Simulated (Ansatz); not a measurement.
# SnTe: the cost of one run

Method: reference: DFT, HSE06, plane waves, PAW, in Ansatz 0.2.0.

1 further run of the same task is left out (set aside as unsound or not needed).

## (1) Starting point

The structure is cubic, space group F-43m (No. 216). The conventional cell has a = 7.168 Å, b = 7.168 Å, c = 7.168 Å, α = 90.00°, β = 90.00°, γ = 90.00°. Sn (site symmetry -43m) has 4 Te at 3.10 Å as nearest neighbours. Te (site symmetry -43m) is surrounded by 4 Sn at 3.10 Å.

Structure file:

```cif
data_structure
_symmetry_space_group_name_H-M 'P 1'
_symmetry_Int_Tables_number 1
_cell_length_a 5.0685
_cell_length_b 5.0685
_cell_length_c 5.0685
_cell_angle_alpha 60.000
_cell_angle_beta 60.000
_cell_angle_gamma 60.000
_cell_volume 92.07
loop_
_atom_site_label
_atom_site_type_symbol
_atom_site_fract_x
_atom_site_fract_y
_atom_site_fract_z
_atom_site_occupancy
Sn1 Sn 0.00000 0.00000 0.00000 1
Te1 Te 0.25000 0.25000 0.25000 1
```

## (2) Baseline

Contents of input.yaml:

```yaml
crystal:
  lattice:
    - [0.0, 3.5839840137, 3.5839840137]
    - [3.5839840137, 0.0, 3.5839840137]
    - [3.5839840137, 3.5839840137, 0.0]
  atoms:
    - { symbol: Sn, position: [0.0, 0.0, 0.0] }
    - { symbol: Te, position: [0.25, 0.25, 0.25] }
kpoints:
  mp_grid: { grid: [4, 4, 4] }
hamiltonian:
  xc: hse06
scf:
  occupations: { method: fermi_dirac, width: 0.02 }
  n_extra_bands: 4
output:
  forces: true
  stress: true
  eigenvalues: true
```

Started as:

```sh
ansatz run input.yaml --threads 4 --pin off --max-ram 3686MiB --backend cpu --events-out ev --progress --plain --runs-dir out
```

What time and memory should one allow on 4 threads of Arm Neoverse N1, shared host?

About 20 s, with a peak of 1.1 GiB.
